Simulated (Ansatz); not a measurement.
# Mo₂ (septet): the correlation ladder, def2-TZVPP

An exercise on one series of results from a longer session: the logs are not shown, and one member is left open.

Computed with Ansatz 0.2.0, Gaussian basis. Level: def2-TZVPP, core rule «outside noble gas», up to 8 orbitals frozen.

Plan: UHF; ROHF; CCSD(T) on UHF.

## The system

The geometry is a PBE0/def2-TZVP stationary point (not a proven minimum). No spin-orbit coupling is included. Elements past krypton take def2 core potentials.

2 atoms, charge 0, spin multiplicity 7.

Atoms are counted from 1 here; the program's logs count them from 0.

Bond lengths: Mo1–Mo2 2.158 Å.

The first run:

in.yaml

```yaml
crystal:
  periodic: [false, false, false]
  atoms:
    - {symbol: Mo, position_ang: [0.000000, 0.000000, 0.000000]}
    - {symbol: Mo, position_ang: [0.000000, 0.000000, 2.157600]}
basis:
  gaussian: {orbitals: def2-TZVPP}
magnetization: {spin_polarized: true, initial_magnetization: 6}
hamiltonian: {xc: hf}
output: {orbitals: {seedname: orbitals}}
```

Started as:

```sh
> ansatz run in.yaml --threads 1 --pin off --events-out ev --progress --plain --max-ram 4096MiB --backend cpu
```

Steps of the session up to this table: UHF; ROHF; CCSD(T) on UHF.

One of the session's tables, all rows but one given; the rest of the session is left out.

```
  method  from UCCSD(T) (meV)
    ROHF             +11774.6
     UHF             +10429.0
    UMP2                    ?
   UCCSD               +945.2
UCCSD(T)                    0
```

**Question.** Estimate the row for UMP2.

**Answer.** from UCCSD(T) (meV): +2527.0. In the column «from UCCSD(T) (meV)» it lies between UCCSD (+945.2) and UHF (+10429.0).

The program flags UCCSD(T) as in doubt (see the logs), so the zero of the table is itself unsure.

Caveats from the session: The determinant is far from a pure spin state, so its energy mixes those of several spin states (harmless only where they are near-degenerate, as at dissociation). The program flags UCCSD(T) as in doubt, so the zero of the table is itself unsure.
